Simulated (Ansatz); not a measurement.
# MnS (Rambergite): the cost of one run

All numbers are computed with Ansatz 0.2.0 through its Python package. Level of theory: DFT PBEsol+U, plane waves, PAW.

The COD entry's cell or inner coordinates are ideal or old and differ from later refinements, so a difference from it is no clean test against experiment.

## 1. The system

The structure is hexagonal, space group P6_3mc (No. 186). The conventional cell has a = 3.976 Å, b = 3.976 Å, c = 6.432 Å, α = 90.00°, β = 90.00°, γ = 120.00°. Mn (site symmetry 3m) is surrounded by 4 S at 2.41 to 2.48 Å. S (site symmetry 3m) has 4 Mn at 2.41 to 2.48 Å as nearest neighbours.

The script holds or builds the structure itself.

## 2. The script

The input, mns.py:

```python
'''Magnetic orders of MnS compared.'''

import ansatz as az
import numpy as np
import pandas as pd


def count_gap(report):
    # lowest empty less highest filled band, counting bands; zero where they overlap
    return max(report.get('gap_by_band_count_ev') or 0.0, 0.0)

CELL = [
    (3.976, 0.0, 0.0),
    (-1.988, 3.443317, 0.0),
    (0.0, 0.0, 6.432),
]
ATOMS = [
    ('Mn', (1 / 3, 2 / 3, 0.0)),
    ('Mn', (2 / 3, 1 / 3, 0.5)),
    ('S', (1 / 3, 2 / 3, 0.385)),
    ('S', (2 / 3, 1 / 3, 0.885)),
]


def with_moments(moments):
    crystal = az.Crystal(lattice=az.Lattice.of(CELL))
    for (symbol, position), moment in zip(ATOMS, moments):
        crystal = crystal.atom(symbol, position, moment=moment or None)
    return crystal


def main() -> None:
    # starting moments in muB, one an atom
    orders = {
        'FM': [4, 4, 0, 0],
        'AFM': [4, -4, 0, 0],
    }

    rows = []
    for label, moments in orders.items():
        setup = (
            with_moments(moments).calculation()
            .functional('pbesol')
            .basis(470)
            .kpoints(mesh=(8, 8, 4))
            .occupations('fermi_dirac', width=0.05)
            .hubbard('Mn', 'd', u=4.4, j=0.9)
            .spin('collinear')
            .band_table()
        )
        summary = setup.run(threads=1, backend='cpu').report
        rows.append((label, summary['free_energy_ev'], summary['magnetization_mub'], summary['absolute_magnetization_mub'], max(abs(m) for m in summary['site_moments_mub']), count_gap(summary)))
        print(label, 'site moments:', [round(m, 2) for m in summary['site_moments_mub']])

    # the same cell with no spin polarisation
    plain = (
        with_moments([0] * len(ATOMS)).calculation()
        .functional('pbesol')
        .basis(470)
        .kpoints(mesh=(8, 8, 4))
        .occupations('fermi_dirac', width=0.05)
        .hubbard('Mn', 'd', u=4.4, j=0.9)
        .band_table()
    )
    summary = plain.run(threads=1, backend='cpu').report
    rows.append(('NM', summary['free_energy_ev'], 0.0, 0.0, 0.0, count_gap(summary)))

    lowest = min(row[1] for row in rows)
    rows = [(row[0], 1000 * (row[1] - lowest) / 2, *row[2:]) for row in sorted(rows, key=lambda row: row[1])]
    print(pd.DataFrame(rows, columns=['order', 'meV/magnetic atom', 'net muB', 'absolute muB', 'largest site muB', 'gap by band count eV']).round(4).to_string(index=False))
    print('lowest of these starts:', rows[0][0])


if __name__ == '__main__':
    main()
```

## 3. The calls as engine input

The package turns the script's settings into the engine's input (first run):

```yaml
crystal:
  lattice:
    - [3.976, 0.0, 0.0]
    - [-1.988, 3.443317, 0.0]
    - [0.0, 0.0, 6.432]
  atoms:
    - { symbol: Mn, position: [0.3333333333333333, 0.6666666666666666, 0.0], spin: 4.0 }
    - { symbol: Mn, position: [0.6666666666666666, 0.3333333333333333, 0.5], spin: 4.0 }
    - { symbol: S, position: [0.3333333333333333, 0.6666666666666666, 0.385] }
    - { symbol: S, position: [0.6666666666666666, 0.3333333333333333, 0.885] }
basis:
  ecutwfc: 470.0
kpoints:
  mp_grid:
    grid: [8, 8, 4]
hamiltonian:
  xc: pbesol
  hubbard:
    - { species: Mn, l: d, u: 4.4, j: 0.9 }
magnetization:
  spin_polarized: true
scf:
  occupations:
    method: fermi_dirac
    width: 0.05
output:
  eigenvalues: true
```

## 4. Launch

Command:

```bash
python mns.py
```

Q: Estimate wall time and peak memory on 1 thread of AMD EPYC 9R45 (Zen 5), shared host.

About 29 s, with a peak of 0.82 GiB.
